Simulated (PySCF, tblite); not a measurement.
# C₇H₁₃FSi: geometry, infrared bands and NMR shifts

Aim: predict the infrared bands and NMR shifts of C₇H₁₃FSi (`C=C=C[C@H](CF)CC[SiH3]`).

Programs: tblite 0.8.0 and PySCF 2.14.0, with density-fitted response routines of our own. Each step states its level of theory. These are calculated values for one molecule in the gas phase, unless marked as measured. Atoms count from 0, in the outputs and in this text.

### 1 The starting structure

22 atoms, charge 0, multiplicity 1; geometry from: force field or distance geometry start.

Bonds of the start (Å): C0–C1 1.29, C1–C2 1.31, C2–C3 1.48, C3–C4 1.53, C4–F5 1.36, C3–C6 1.52, C6–C7 1.50, C7–Si8 1.88, C0–H9 1.07, C0–H10 1.07, C2–H11 1.06, C3–H12 1.08, C4–H13 1.12, C4–H14 1.11, C6–H15 1.10, C6–H16 1.11, C7–H17 1.12, C7–H18 1.11, Si8–H19 1.47, Si8–H20 1.46, Si8–H21 1.49.

### 2 Geometry optimisation with GFN2-xTB

Job settings and geometry (Å):

```
{"job": {"kind": "relax", "xc": "GFN2-xTB", "basis": "xTB"}, "charge": 0, "multiplicity": 1}
C     -3.623700     1.475000     0.735300
C     -2.611400     0.688800     0.896700
C     -1.576600    -0.101500     1.056400
C     -0.697400    -0.245100    -0.122400
C     -0.774300    -1.714300    -0.537200
F     -0.362100    -2.492200     0.499300
C      0.716600     0.164500     0.264600
C      1.668500     0.026700    -0.883800
Si     3.412200     0.532400    -0.407200
H     -3.471400     2.506600     0.983200
H     -4.524300     1.027600     0.373200
H     -1.468300    -0.573200     2.004300
H     -1.061100     0.348300    -0.948500
H     -0.108400    -1.932700    -1.414400
H     -1.840100    -1.956500    -0.751900
H      1.035300    -0.491400     1.094200
H      0.702700     1.237500     0.543800
H      1.715300    -1.072000    -1.114500
H      1.327600     0.536200    -1.806400
H      4.325100    -0.485400    -0.943200
H      3.490000     0.659200     1.043700
H      3.715400     1.880700    -0.967000
```

The run is started by

```sh
$ OMP_NUM_THREADS=1 python probes_run.py task.json out
```

One launch serves the whole session: the jobs run in the order shown.

**Question.** This job is followed by: GFN2-xTB harmonic vibrations, gas phase; GIAO PBE0/pcSseg-1 NMR shielding, non-relativistic, gas phase. Predict these results of the whole session: strongest single infrared mode (GFN2-xTB); zero-point energy (GFN2-xTB); 13C shifts against TMS (PBE0/pcSseg-1); 1H shifts against TMS (PBE0/pcSseg-1, means over atoms taken as alike); 19F shifts against CFCl3 (PBE0/pcSseg-1); 29Si shifts against TMS (PBE0/pcSseg-1).

**Answer**, as computed:

| quantity | value |
| --- | --- |
| strongest single infrared mode (GFN2-xTB) | 797 cm⁻¹, 457 km/mol |
| zero-point energy (GFN2-xTB) | 108.2 kcal/mol |
| 13C shifts against TMS (PBE0/pcSseg-1) | 219.1, 97.9, 85.4, 77.6, 51.9, 30.8, 9.2 ppm |
| 1H shifts against TMS (PBE0/pcSseg-1, means over atoms taken as alike) | 5.68, 5.09, 4.91, 4.71, 3.88, 1.89, 1.74, 1.42, 0.99, 0.48 ppm |
| 19F shifts against CFCl3 (PBE0/pcSseg-1) | -268.3 ppm |
| 29Si shifts against TMS (PBE0/pcSseg-1) | -69.8 ppm |

In words: Over 168 steps the energy fell by 0.446 eV; of the close pairs, C7–H17 changed most, 1.124 to 1.091 Å. All 60 modes are real, so the xTB geometry is a minimum. The strongest single mode, at 797 cm⁻¹, is spread over several atoms, Si8, H19, H21, H20 among them. GFN2-xTB is a fitted tight-binding method: band positions and strengths are rough. Its intensities can rank the bands wrongly. C1 (central carbon of an allene) lies farthest downfield among carbon, at 219.1 ppm; the central sp carbon of an allene is among the most deshielded carbons of hydrocarbons. At PBE0/pcSseg-1: The largest span, 165 ppm, is at C2, where the paramagnetic term is -171 ppm.
